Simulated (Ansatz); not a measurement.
# CHBOS2: small, medium and large basis sets

Aim: see how fast density functionals converge with the basis set for CHBOS2.

Program: Ansatz 0.2.0, Gaussian basis. Level of theory: one geometry, several basis sets. These are calculated values, not measurements.

Levels to be run: PBE0-D4/def2-SVP; ωB97M-V/def2-SVP; PBE0-D4/def2-QZVPP; ωB97M-V/def2-QZVPP; the functionals' def2-TZVPP values are taken from earlier runs.

### Step 1. The relaxed structure

An earlier PBE0-D4 in a triple-zeta def2 set relaxation fixed the geometry.

SMILES `O=C1SB1S`, 6 atoms, charge 0, spin multiplicity 1.

Atoms are counted from 1 here; the program's logs count them from 0.

Bond lengths: O1–C2 1.140 Å, C2–S3 2.314 Å, C2–B4 1.517 Å, S3–B4 1.721 Å, B4–S5 1.794 Å, S5–H6 1.344 Å. Angles: O1–C2–S3 128.9°, O1–C2–B4 176.9°, S3–C2–B4 48.1°, C2–S3–B4 41.0°, C2–B4–S3 91.0°, C2–B4–S5 130.6°, S3–B4–S5 138.4°, B4–S5–H6 96.6°.

As a file:

```xyz
6

O     2.1200    0.3993    0.5935
C     1.0702    0.0601    0.3077
S     0.2032   -2.0841    0.2496
B    -0.3041   -0.4686   -0.0583
S    -1.7843    0.3959   -0.5892
H    -1.2629    1.6335   -0.5496
```

### Step 2. PBE0-D4 in def2-SVP

Contents of in.yaml:

```yaml
crystal:
  periodic: [false, false, false]
  atoms:
    - {symbol: O, position_ang: [2.120026, 0.399269, 0.593472]}
    - {symbol: C, position_ang: [1.070168, 0.060094, 0.307712]}
    - {symbol: S, position_ang: [0.203207, -2.084138, 0.249601]}
    - {symbol: B, position_ang: [-0.304141, -0.468640, -0.058311]}
    - {symbol: S, position_ang: [-1.784300, 0.395920, -0.589223]}
    - {symbol: H, position_ang: [-1.262860, 1.633494, -0.549552]}
basis:
  gaussian: {orbitals: def2-SVP}
hamiltonian: {xc: pbe0, dispersion: d4}
output: {orbitals: {seedname: orbitals}}
```

On the command line:

```bash
$ ansatz run in.yaml --threads 2 --pin off --events-out ev --progress --plain --max-ram 4352MiB
```

The runs that follow: ωB97M-V in def2-SVP; PBE0-D4 in def2-QZVPP; ωB97M-V in def2-QZVPP.

Before running them: what should the planned runs give, taken together? Wanted: PBE0-D4: double and triple zeta above quadruple; ωB97M-V: double and triple zeta above quadruple.

As calculated:

| quantity | value |
| --- | --- |
| PBE0-D4: double and triple zeta above quadruple | 12.57, 0.84 eV |
| ωB97M-V: double and triple zeta above quadruple | 12.59, 0.79 eV |

What this shows: PBE0-D4 gains 11.73 eV from double to triple zeta, then 0.84 eV more. Total energies overstate the basis error of differences, where much of it tends to cancel.
